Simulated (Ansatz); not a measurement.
# Si₂Ge₂H₁₀: from a rough start to a minimum

Aim: relax Si₂Ge₂H₁₀ from a cheap starting geometry, check the end point by its vibrations and derive ideal-gas thermochemistry, and look at its orbitals and charge.

Method: RKS PBE0-D4/def2-TZVP; program: Ansatz 0.2.0, Gaussian basis.

Levels to be run: relaxation at PBE0-D4/def2-TZVP; harmonic vibrations at the same level; a single point in def2-TZVPP for the fields.

## Step 1: The system as given

SMILES `[SiH3][SiH2][GeH2][GeH3]`, 14 atoms, charge 0, spin multiplicity 1.

Atoms are counted from 1 here; the program's logs count them from 0.

Bond lengths: Si1–Si2 2.318 Å, Si1–H5 1.467 Å, Si1–H6 1.464 Å, Si1–H7 1.466 Å, Si2–Ge3 2.360 Å, Si2–H8 1.470 Å, Si2–H9 1.469 Å, Ge3–Ge4 2.382 Å, Ge3–H10 1.518 Å, Ge3–H11 1.518 Å, Ge4–H12 1.504 Å, Ge4–H13 1.504 Å, Ge4–H14 1.502 Å. Angles: Si2–Si1–H5 111.0°, Si2–Si1–H6 112.6°, Si2–Si1–H7 111.5°, H5–Si1–H6 107.2°, H5–Si1–H7 106.9°, H6–Si1–H7 107.2°, Si1–Si2–Ge3 110.5°, Si1–Si2–H8 112.9°, Si1–Si2–H9 113.7°, Ge3–Si2–H8 107.0°, Ge3–Si2–H9 107.4°, H8–Si2–H9 104.9°, Si2–Ge3–Ge4 118.1°, Si2–Ge3–H10 114.7°, Si2–Ge3–H11 111.2°, Ge4–Ge3–H10 106.3°, Ge4–Ge3–H11 104.9°, H10–Ge3–H11 99.6° and more.

As a file:

```mol
Ge2H10Si2
  3D, bonds by distance, orders not assigned

 14 13  0  0  0  0  0  0  0  0999 V2000
   -1.4055    1.9772   -0.4842 Si  0  0
   -0.2945    1.0483    1.3261 Si  0  0
    1.2980   -0.5321    0.5946 Ge  0  0
    0.5710   -2.2582   -0.8767 Ge  0  0
   -2.0924    0.9445   -1.2671 H   0  0
   -2.4135    2.9592   -0.0822 H   0  0
   -0.4765    2.6558   -1.3934 H   0  0
   -1.1964    0.3522    2.2553 H   0  0
    0.4136    2.0342    2.1539 H   0  0
    2.0701   -1.2172    1.7070 H   0  0
    2.4468    0.1418   -0.1332 H   0  0
   -0.5638   -3.0861   -0.3396 H   0  0
    0.0396   -1.7448   -2.1866 H   0  0
    1.6035   -3.2748   -1.2739 H   0  0
  1  2  8  0
  2  3  8  0
  3  4  8  0
  1  5  8  0
  1  6  8  0
  1  7  8  0
  2  8  8  0
  2  9  8  0
  3 10  8  0
  3 11  8  0
  4 12  8  0
  4 13  8  0
  4 14  8  0
M  END
```

The start is a GFN2-xTB geometry.

## Step 2: Relaxation at PBE0-D4/def2-TZVP

in.yaml

```yaml
crystal:
  periodic: [false, false, false]
  atoms:
    - {symbol: Si, position_ang: [-1.405510, 1.977230, -0.484150]}
    - {symbol: Si, position_ang: [-0.294520, 1.048340, 1.326090]}
    - {symbol: Ge, position_ang: [1.298050, -0.532110, 0.594580]}
    - {symbol: Ge, position_ang: [0.571000, -2.258240, -0.876660]}
    - {symbol: H, position_ang: [-2.092370, 0.944450, -1.267140]}
    - {symbol: H, position_ang: [-2.413550, 2.959240, -0.082200]}
    - {symbol: H, position_ang: [-0.476470, 2.655770, -1.393390]}
    - {symbol: H, position_ang: [-1.196410, 0.352170, 2.255330]}
    - {symbol: H, position_ang: [0.413580, 2.034200, 2.153870]}
    - {symbol: H, position_ang: [2.070090, -1.217220, 1.706990]}
    - {symbol: H, position_ang: [2.446790, 0.141800, -0.133210]}
    - {symbol: H, position_ang: [-0.563780, -3.086060, -0.339600]}
    - {symbol: H, position_ang: [0.039650, -1.744790, -2.186590]}
    - {symbol: H, position_ang: [1.603460, -3.274770, -1.273920]}
basis:
  gaussian: {orbitals: def2-TZVP}
hamiltonian: {xc: pbe0, dispersion: d4}
relax: {f_tol: 0.005, max_steps: 150}
```

Run with:

```
$ ansatz run in.yaml --threads 4 --pin off --events-out ev --progress --plain --max-ram 11315MiB
```

After this run come: Force constants and modes; Fields at the relaxed geometry.

Before running them: what should the planned runs give, taken together? Wanted: point group; shift from the start; total energy; dispersion term; dipole moment; lowest, highest wavenumber; zero-point energy; HOMO, LUMO.

As calculated:

```
                  quantity            value
               point group               C1
                     steps               10
shift from the start (rms)          0.147 Å
              total energy  -128934.5186 eV
           dispersion term         -318 meV
             dipole moment           0.15 D
lowest, highest wavenumber    21, 2227 cm⁻¹
         zero-point energy     212.3 kJ/mol
       entropy at 298.15 K  443.1 J/(mol K)
                HOMO, LUMO  -7.80, -0.26 eV
```

**Reading.** The atoms moved 0.15 Å (rms) from the start; the bond that changed most is Ge3–Ge4, from 2.382 to 2.424 Å. All wavenumbers are real, so the end point is a minimum. The stiffest mode, 2227 cm⁻¹, is an Si–H stretch, and 5 modes under 200 cm⁻¹ make the vibrational entropy uncertain. Harmonic hybrid wavenumbers usually lie a few per cent above measured fundamentals. The HOMO lies mostly on Ge3 28 %; Si2 23 % and the LUMO on Si2 17 %; Ge3 14 %.
